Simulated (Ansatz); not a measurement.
# NbTe (rocksalt): equation of state

One table from this session's results is given with a row withheld; the runs are named, their logs left out.

Computed with Ansatz 0.2.0 (DFT PBE, scalar-relativistic, plane waves, PAW, unless a step's input says otherwise).

2 further runs of the same task are left out: 2 that didn't finish. Runs told in other sessions of the task aren't counted.

### The structure to begin with

It takes space group Fm-3m (No. 225, cubic). The conventional cell has a = 5.755 Å, b = 5.755 Å, c = 5.755 Å, α = 90.00°, β = 90.00°, γ = 90.00°. Nb (site symmetry m-3m) is surrounded by 6 Te at 2.88 Å. Te (site symmetry m-3m) has 6 Nb at 2.88 Å in its first shell of neighbours.

Coordinates:

```cif
data_structure
_symmetry_space_group_name_H-M 'P 1'
_symmetry_Int_Tables_number 1
_cell_length_a 4.0693
_cell_length_b 7.0483
_cell_length_c 8.1387
_cell_angle_alpha 30.000
_cell_angle_beta 60.000
_cell_angle_gamma 54.736
_cell_volume 95.30
loop_
_atom_site_label
_atom_site_type_symbol
_atom_site_fract_x
_atom_site_fract_y
_atom_site_fract_z
_atom_site_occupancy
Nb1 Nb 0.50000 0.50000 0.00000 1
Te1 Te 0.00000 0.00000 0.00000 1
Nb2 Nb 0.50000 0.50000 0.50000 1
Te2 Te 0.00000 0.00000 0.50000 1
```

This cell comes from an earlier session at PBE: 23.825 Å³/atom at 0.00 GPa, on a 10×10×5 mesh. The large moments point both ways and cancel.

Volume factors to run: 0.980, 1.020, 0.960, 1.040, 1.070, 1.100, 0.945.

The first run:

File input.yaml:

```yaml
crystal:
  lattice:
    - [0.0, 2.8581464074, 2.8581464073]
    - [5.7162928146, 2.8581464074, 2.8581464073]
    - [5.7162928146, 5.7162928147, 0.0]
  atoms:
    - { symbol: Nb, position: [0.5, 0.5, 0.0], spin: 1.32 }
    - { symbol: Te, position: [0.0, 0.0, 0.0] }
    - { symbol: Nb, position: [0.5, 0.5, 0.5], spin: -1.32 }
    - { symbol: Te, position: [0.0, 0.0, 0.5] }
basis:
  ecutwfc: 420
  ecutrho_ratio: 4
kpoints:
  mp_grid: { grid: [10, 10, 5] }
hamiltonian:
  xc: pbe
scf:
  occupations: { method: gaussian, width: 0.05 }
output:
  forces: true
  stress: true
  eigenvalues: true
  populations: true
magnetization:
  spin_polarized: true
relax:
  f_tol: 0.01
  max_steps: 40
  cell: { stress_tol: 0.1, fix: [volume] }
```

Started as:

```sh
$ ansatz run input.yaml --threads 2 --pin off --max-ram 2662MiB --backend cpu --events-out ev --progress --plain --runs-dir out
```

Among the steps run: Volume × 0.980; Volume × 1.020; Scaling the volume by 0.960; At 1.040 of the relaxed volume; At 1.070 of the relaxed volume; Volume × 1.100; Scaling the volume by 0.945.

One table of the session follows, with a row left open; its other results are not shown here.

It belongs to the step «Energy and pressure against volume». 

| volume (Å³/atom) | energy (meV/atom) | pressure (GPa) | moment of atom 1 (μB) |
| --- | --- | --- | --- |
| 22.514 | 18.84 | 4.90 | 0.93 |
| 22.872 | 9.69 | 3.37 | 1.00 |
| 23.348 | 2.31 | 1.61 | 1.11 |
| 23.825 | 0.00 | 0.00 | 1.20 |
| 24.301 | 2.16 | -1.42 | 1.28 |
| 24.778 | ? | ? | ? |
| 25.492 | 23.94 | -4.28 | 1.48 |
| 26.207 | 46.25 | -5.59 | 1.59 |

Q: Estimate the row for volume (Å³/atom) = 24.778 from the others.

Worked estimate for «energy (meV/atom)». A straight line through the neighbours (24.301, 2.16) and (25.492, 23.94) gives 2.16 + (23.94 − 2.16) × (24.778 − 24.301) / (25.492 − 24.301) = 10.88; a parabola fitted to 4 rows on both sides gives 8.49.

As computed: energy (meV/atom): 8.29; pressure (GPa): -2.68; moment of atom 1 (μB): 1.36. In «energy (meV/atom)» the line misses by +2.59 and the parabola by +0.20.

To keep in mind: Warnings in the runs' records: k point list ram cut, stability check not made.
